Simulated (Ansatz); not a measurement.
# AlCl3H3P: small, medium and large basis sets

One table from this session's results is given with a row withheld; the runs are named, their logs left out.

Method: one geometry, several basis sets; program: Ansatz 0.2.0, Gaussian basis.

The runs, in order: PBE0-D4/def2-SVP; ωB97M-V/def2-SVP; PBE0-D4/def2-QZVPP; ωB97M-V/def2-QZVPP; the functionals' def2-TZVPP values are taken from earlier runs.

## Structure used throughout

An earlier PBE0-D4 in a triple-zeta def2 set relaxation fixed the geometry.

SMILES `[PH3+][Al-]([Cl])([Cl])[Cl]`, 8 atoms, charge 0, spin multiplicity 1.

Atoms are counted from 1 here; the program's logs count them from 0.

Bond lengths: P1–Al2 2.476 Å, P1–H6 1.407 Å, P1–H7 1.407 Å, P1–H8 1.407 Å, Al2–Cl3 2.106 Å, Al2–Cl4 2.106 Å, Al2–Cl5 2.106 Å. Angles: Al2–P1–H6 117.4°, Al2–P1–H7 117.4°, Al2–P1–H8 117.4°, H6–P1–H7 100.5°, H6–P1–H8 100.5°, H7–P1–H8 100.5°, P1–Al2–Cl3 99.8°, P1–Al2–Cl4 99.8°, P1–Al2–Cl5 99.8°, Cl3–Al2–Cl4 117.2°, Cl3–Al2–Cl5 117.2°, Cl4–Al2–Cl5 117.2°.

Geometry (Å):

```xyz
8
AlCl3H3P
P    -0.9990   -0.1332    0.4808
Al    1.2171    0.1432   -0.5889
Cl    2.3734   -1.0982    0.6584
Cl    0.7746   -0.5757   -2.5181
Cl    1.4626    2.2231   -0.3704
H    -1.1204    0.2522    1.8284
H    -1.5338   -1.4332    0.5373
H    -2.0824    0.5648   -0.0835
```

Set-up of the first run:

File in.yaml:

```yaml
crystal:
  periodic: [false, false, false]
  atoms:
    - {symbol: P, position_ang: [-0.998980, -0.133173, 0.480827]}
    - {symbol: Al, position_ang: [1.217071, 0.143159, -0.588941]}
    - {symbol: Cl, position_ang: [2.373445, -1.098191, 0.658402]}
    - {symbol: Cl, position_ang: [0.774598, -0.575702, -2.518071]}
    - {symbol: Cl, position_ang: [1.462628, 2.223059, -0.370387]}
    - {symbol: H, position_ang: [-1.120432, 0.252199, 1.828431]}
    - {symbol: H, position_ang: [-1.533767, -1.433223, 0.537332]}
    - {symbol: H, position_ang: [-2.082365, 0.564772, -0.083494]}
basis:
  gaussian: {orbitals: def2-SVP}
hamiltonian: {xc: pbe0, dispersion: d4}
output: {orbitals: {seedname: orbitals}}
```

On the command line:

```
ansatz run in.yaml --threads 4 --pin off --events-out ev --progress --plain --max-ram 10444MiB
```

Steps of the session up to this table: PBE0-D4 in def2-SVP; ωB97M-V in def2-SVP; PBE0-D4 in def2-QZVPP; ωB97M-V in def2-QZVPP.

One table of the session follows, with a row left open; its other results are not shown here.

```
functional       basis  HOMO (eV)
   PBE0-D4    def2-SVP      -8.42
   PBE0-D4  def2-TZVPP          ?
   PBE0-D4  def2-QZVPP      -8.68
   ωB97M-V    def2-SVP     -10.61
   ωB97M-V  def2-TZVPP     -10.89
   ωB97M-V  def2-QZVPP     -10.95
```

Estimate the missing values for PBE0-D4, def2-TZVPP.

As computed: HOMO (eV): -8.63. In the column «HOMO (eV)» it lies between PBE0-D4, def2-QZVPP (-8.68) and PBE0-D4, def2-SVP (-8.42).
